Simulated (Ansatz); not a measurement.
# LuHg: the cost of one run

Method: DFT LDA, scalar-relativistic, in Ansatz 0.2.0.

### 1 Starting point

Symmetry: Pm-3m, No. 221, cubic system. The conventional cell has a = 3.607 Å, b = 3.607 Å, c = 3.607 Å, α = 90.00°, β = 90.00°, γ = 90.00°. Around Lu (site symmetry m-3m) lie 8 Hg at 3.12 Å. Hg (site symmetry m-3m) has 8 Lu at 3.12 Å as nearest neighbours.

As a file:

```
Lu Hg
1.0
     3.60700    0.00000    0.00000
     0.00000    3.60700    0.00000
     0.00000    0.00000    3.60700
Lu Hg
1 1
Direct
  0.50000 0.50000 0.50000
  0.00000 0.00000 0.00000
```

The cell is a deposited one (Crystallography Open Database entry 1523433); the temperature and pressure of the measurement aren't taken into account, and nothing was relaxed.

Atoms are numbered in the order of the input: Lu1, Hg2.

### 2 Full-potential LAPW

input.yaml reads:

```yaml
crystal:
  lattice:
    - [3.607, 0.0, 0.0]
    - [0.0, 3.607, 0.0]
    - [0.0, 0.0, 3.607]
  atoms:
    - { symbol: Lu, position: [0.5, 0.5, 0.5] }
    - { symbol: Hg, position: [0.0, 0.0, 0.0] }
kpoints:
  mp_grid: { grid: [10, 10, 10] }
  band_path:
    path:
      - [0.0, 0.0, 0.0]
      - [0.0, 0.5, 0.0]
      - [0.5, 0.5, 0.0]
      - [0.0, 0.0, 0.0]
      - [0.5, 0.5, 0.5]
      - [0.0, 0.5, 0.0]
      - [0.5, 0.5, 0.5]
      - [0.5, 0.5, 0.0]
    npoints: 14
scf:
  occupations: { method: fermi_dirac, width: 0.05 }
hamiltonian:
  xc: lda
  pseudopotentials: { kind: all_electron, lapw: { basis_error: 0.00025 } }
output:
  forces: true
  stress: true
  eigenvalues: true
  populations: true
  dos: { projected: true, de: 0.2, e_range: [-14, 8] }
```

Started as:

```console
$ ansatz run input.yaml --threads 1 --pin off --max-ram 3072MiB --backend cpu --events-out ev --progress --plain --runs-dir out
```

What time and memory should one allow on 1 thread of Intel Xeon 6975P-C (Granite Rapids), shared host?

About 29 s, with a peak of 0.52 GiB.
